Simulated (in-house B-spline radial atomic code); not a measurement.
# Nb⁵⁺: ionisation energy by several methods

One table from this session's results is given with a row withheld; the runs are named, their logs left out.

Program: in-house B-spline radial atomic code version 1. Level of theory: non-relativistic, several functionals, spin-polarised; spherical all-electron atom at the radial basis limit. These are calculated values, not measurements, unless marked.

## The atom as given

```
element       : niobium (Z = 41)
charge        : +5
electrons     : 36
configuration : [Ar] 3d10 4s2 4p6
nucleus       : point
```

The outer shells:

[Ar] 3d10 4s2 4p6
```
[Ar] core
3d [↑↓][↑↓][↑↓][↑↓][↑↓]
4s [↑↓]
4p [↑↓][↑↓][↑↓]
```

Where spins are not typed, each open shell is filled with up spins first.

Set-up of the first run:

The run's settings:

```ini
Z = 41
electrons = 36.0
configuration = [Ar] 3d10 4s2 4p6
hamiltonian = nr
method = revtpss,revtpss
spin_polarised = True
```

Steps of the session up to this table: revTPSS; SCAN; TPSS; LDA (PW92); exchange-only LDA; r2SCAN.

One of the session's tables, all rows but one given; the rest of the session is left out.

```
           method  ΔSCF (eV)
       LDA (PW92)     102.21
exchange-only LDA     100.34
          revTPSS     102.27
             SCAN     102.71
             TPSS     102.25
           r2SCAN          ?
```

**Question.** Estimate the row for r2SCAN.

**Answer.** ΔSCF (eV): 102.67. In the column «ΔSCF (eV)» it lies between revTPSS (102.27) and SCAN (102.71).

Limits of these values: These runs leave out relativity, which matters at this nuclear charge.
